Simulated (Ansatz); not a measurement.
# AsHO: the cost of one run

Method: def2-QZVPP, all electrons in the functionals, frozen cores in the correlation of double hybrids and RPA; program: Ansatz 0.2.0, Gaussian basis.

The runs, in order: wB97M-V, B2PLYP, at charge 0, triplet; charge 0, singlet; charge 0, quintet; charge 1, doublet; charge 1, quartet.

10 further runs of the same task are left out: 10 set aside as unsound or not needed.

## (1) What is computed

The geometry is a PBE0/def2-TZVP stationary point (not a proven minimum). No spin-orbit coupling is included. The filled d shell of As may be among the frozen orbitals whatever the setting's name suggests; the logs give the count.

3 atoms, charge 0, spin multiplicity 3.

Atoms are counted from 1 here; the program's logs count them from 0.

Bond lengths: O1–As2 1.783 Å, O1–H3 0.962 Å. Angles: As2–O1–H3 112.3°.

Geometry (Å):

```xyz
3
AsHO
O     0.0000    0.1082    1.4447
As    0.0000   -0.0130   -0.3337
H     0.0000   -0.7555    1.8689
```

No dispersion term is added; wB97M-V holds VV10 nonlocal correlation.

The geometry shown and the zero of energy belong to the point charge 0, triplet. The yardstick, RCCSD(T), and other wave-function levels (R restricted, U unrestricted, valence and pair active spaces) come from earlier runs.

## (2) wB97M-V, charge 0, triplet

Contents of in.yaml:

```yaml
crystal:
  periodic: [false, false, false]
  atoms:
    - {symbol: O, position_ang: [0.000000, 0.108243, 1.444740]}
    - {symbol: As, position_ang: [0.000000, -0.012952, -0.333665]}
    - {symbol: H, position_ang: [0.000000, -0.755462, 1.868932]}
basis:
  gaussian: {orbitals: "def2-QZVPP.json"}
magnetization: {spin_polarized: true, initial_magnetization: 2}
hamiltonian: {xc: {name: wB97M-V}}
output: {orbitals: {seedname: orbitals}}
```

On the command line:

```sh
$ ansatz run in.yaml --threads 1 --pin off --events-out ev --progress --plain --max-ram 2393MiB
```

**Question.** How long does this run take on 1 thread of Arm Neoverse V1, shared host, and how much memory does it need?

About 19 s, with a peak of 0.45 GiB.
